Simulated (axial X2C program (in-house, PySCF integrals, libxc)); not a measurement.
# NAsO: bond lengths and stretches, held linear

How do method and spin–orbit coupling move the bonds and stretches of NAsO, held linear?

Computed with an in-house X2C program for linear molecules on PySCF integrals. Level: all-electron X2C, two-component (2c) or spin-free, N dyall-av3z, As dyall-v3z, O dyall-av3z.

All values are calculated.

1 further run of the same task is left out (set aside as unsound or not needed).

**1. Set-up**

The input, task.json:

```json
{"zs": [7, 33, 8], "q": 0, "bas": ["dyall-av3z", "dyall-v3z", "dyall-av3z"], "r0": [1.74, 1.71], "symm": 0, "scan": ["PBE0", "HF", "PBE"], "levels": ["PBE0", "HF", "B3LYP"], "nst": 2}
```

Keys: zs atomic numbers; q charge; bas basis sets; r0 starting distance in Å; symm equal bonds; scan levels of the two-bond scan; levels methods; nst determinants followed.

Started as:

```
$ python solin.py task.json out
```

Masses N 14.003, As 74.922, O 15.995 u.

**2. Scan at PBE0, 2c**

State: Ω = 0 (all partner blocks equally filled). Energies above the lowest point, from the job's result record:

```csv
r(N–As) (Å),r(As–O) (Å),E (meV)
1.5649,1.5649,91.07
1.5649,1.6050,44.21
1.5649,1.6451,75.58
1.6050,1.5649,46.28
1.6050,1.6050,0.00
1.6050,1.6451,32.06
1.6050,1.6853,125.13
1.6451,1.5649,84.37
1.6451,1.6050,38.85
1.6451,1.6451,71.79
1.6853,1.6050,143.24
1.6853,1.6853,272.57
```

A quadratic surface with cubic terms in each bond gives the minimum at 1.605 and 1.607 Å, force constants 8.3, 7.72 and coupling 0.09 mdyn/Å.

**3. Scan at HF, 2c**

State: Ω = 0 (all partner blocks equally filled). Energies above the lowest point, from the job's result record:

```csv
r(N–As) (Å),r(As–O) (Å),E (meV)
1.5649,1.5649,0.00
1.5649,1.6050,24.27
1.5649,1.6451,118.19
1.6050,1.5649,32.55
1.6050,1.6050,61.62
1.6050,1.6451,160.80
1.6050,1.6853,309.58
1.6451,1.5649,141.59
1.6451,1.6050,176.25
1.6451,1.6451,281.72
1.6853,1.6050,347.32
1.6853,1.6853,623.87
```

A quadratic surface with cubic terms in each bond gives the minimum at 1.571 and 1.573 Å, force constants 9.62, 8.74 and coupling 0.63 mdyn/Å.

**4. Scan at PBE, 2c**

State: Ω = 0 (all partner blocks equally filled). Energies above the lowest point, from the job's result record:

```csv
r(N–As) (Å),r(As–O) (Å),E (meV)
1.5649,1.5649,224.35
1.5649,1.6050,125.19
1.5649,1.6451,106.59
1.6050,1.5649,129.17
1.6050,1.6050,29.75
1.6050,1.6451,10.98
1.6050,1.6853,55.92
1.6451,1.5649,118.45
1.6451,1.6050,18.86
1.6451,1.6451,0.00
1.6853,1.6050,75.36
1.6853,1.6853,101.50
```

A quadratic surface with cubic terms in each bond gives the minimum at 1.631 and 1.635 Å, force constants 7.33, 6.75 and coupling -0.01 mdyn/Å.

**5. Comparison**

| level | r(N–As) (Å) | r(As–O) (Å) | lower stretch (cm⁻¹) | upper stretch (cm⁻¹) |
| --- | --- | --- | --- | --- |
| PBE0, 2c | 1.605 | 1.607 | 946.5 | 1135.0 |
| HF, 2c | 1.571 | 1.573 | 1031.2 | 1190.3 |
| PBE, 2c | 1.631 | 1.635 | 881.0 | 1070.9 |
| PBE0, spin-free | 1.605 | 1.607 | 946.9 | 1135.3 |
| HF, spin-free | 1.570 | 1.573 | 1032.1 | 1190.8 |
| PBE, spin-free | 1.630 | 1.635 | 881.5 | 1071.2 |

Scans not shown above were run alike.

**Reading.** Over the levels the N–As bond spans 1.570 to 1.631 Å and the As–O bond 1.573 to 1.635 Å. At PBE0 spin–orbit coupling leaves both bonds unchanged to 0.001 Å. Each state is one determinant, the lowest of a limited PBE0 search; the stretches come from a fit to few points and are good to some per cent at best. The molecule was held linear; bending was not examined, so a bent shape may lie lower.
